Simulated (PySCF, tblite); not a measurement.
**C5H6FP: geometry, infrared bands and NMR shifts**

Wanted: the infrared bands and NMR shifts of C5H6FP (`Cc1cc[pH]c1F`), by calculation.

The runs use tblite 0.8.0 and PySCF 2.14.0, with density-fitted response routines of our own; the level of theory stands in each step. All values are computed, except where a source is named. Atoms count from 0, in the outputs and in this text.

## Step 1: Starting geometry

13 atoms, charge 0, multiplicity 1; geometry from: force field or distance geometry start.

Bonds of the start (Å): C0–C1 1.51, C1–C2 1.37, C2–C3 1.35, C3–P4 1.88, P4–C5 1.91, C5–F6 1.35, C5–C1 1.35, C0–H7 1.09, C0–H8 1.11, C0–H9 1.11, C2–H10 1.12, C3–H11 1.11, P4–H12 1.45.

## Step 2: Relaxing the molecule with GFN2-xTB

The job: settings as JSON, then the geometry in Å.

```
{"job": {"kind": "relax", "xc": "GFN2-xTB", "basis": "xTB"}, "charge": 0, "multiplicity": 1}
C     -1.936700    -0.231500    -0.044200
C     -0.441800    -0.002200     0.021500
C      0.416200    -1.024100     0.314400
C      1.733100    -0.736600     0.350300
P      1.981600     1.092900     0.000500
C      0.082700     1.219900    -0.186900
F     -0.506500     2.395200    -0.481100
H     -2.172200    -0.954700    -0.818700
H     -2.290400    -0.632100     0.925900
H     -2.426600     0.728900    -0.317900
H      0.036400    -2.058900     0.497500
H      2.525700    -1.475100     0.576500
H      2.994000     1.678600    -0.855300
```

Launch:

```sh
$ OMP_NUM_THREADS=1 python probes_run.py task.json out
```

The driver reads the jobs from task.json and runs them one after another.

**Question.** This job is followed by: GFN2-xTB harmonic vibrations, gas phase; GIAO PBE0/pcSseg-1 NMR shielding, non-relativistic, gas phase. Predict these results of the whole session: strongest single infrared mode (GFN2-xTB); zero-point energy (GFN2-xTB); ¹³C shifts against TMS (PBE0/pcSseg-1); ¹H shifts against TMS (PBE0/pcSseg-1, means over atoms taken as alike); ³¹P shifts against H3PO4 (PBE0/pcSseg-1); ¹⁹F shifts against CFCl3 (PBE0/pcSseg-1).

As calculated:

| quantity | value |
| --- | --- |
| strongest single infrared mode (GFN2-xTB) | 1174 cm⁻¹, 103 km/mol |
| zero-point energy (GFN2-xTB) | 57.8 kcal/mol |
| ¹³C shifts against TMS (PBE0/pcSseg-1) | 181.2, 149.3, 134.5, 125.4, 13.7 ppm |
| ¹H shifts against TMS (PBE0/pcSseg-1, means over atoms taken as alike) | 7.04, 6.24, 5.12, 2.21 ppm |
| ³¹P shifts against H3PO4 (PBE0/pcSseg-1) | -96.7 ppm |
| ¹⁹F shifts against CFCl3 (PBE0/pcSseg-1) | -135.2 ppm |

What this shows: The optimisation took 45 steps and gained 1.395 eV; among the close pairs (by a distance rule), P4–C5 changed most, from 1.912 to 1.815 Å. No mode is imaginary among the 33: a minimum at this level. The strongest single mode, at 1174 cm⁻¹, moves mainly C5, F6 and H10. Unscaled tight-binding wavenumbers are off by several per cent, some by more. Its intensities can rank the bands wrongly. At PBE0/pcSseg-1: The widest tensor belongs to F6: span 253 ppm, with a paramagnetic part of -168 ppm.
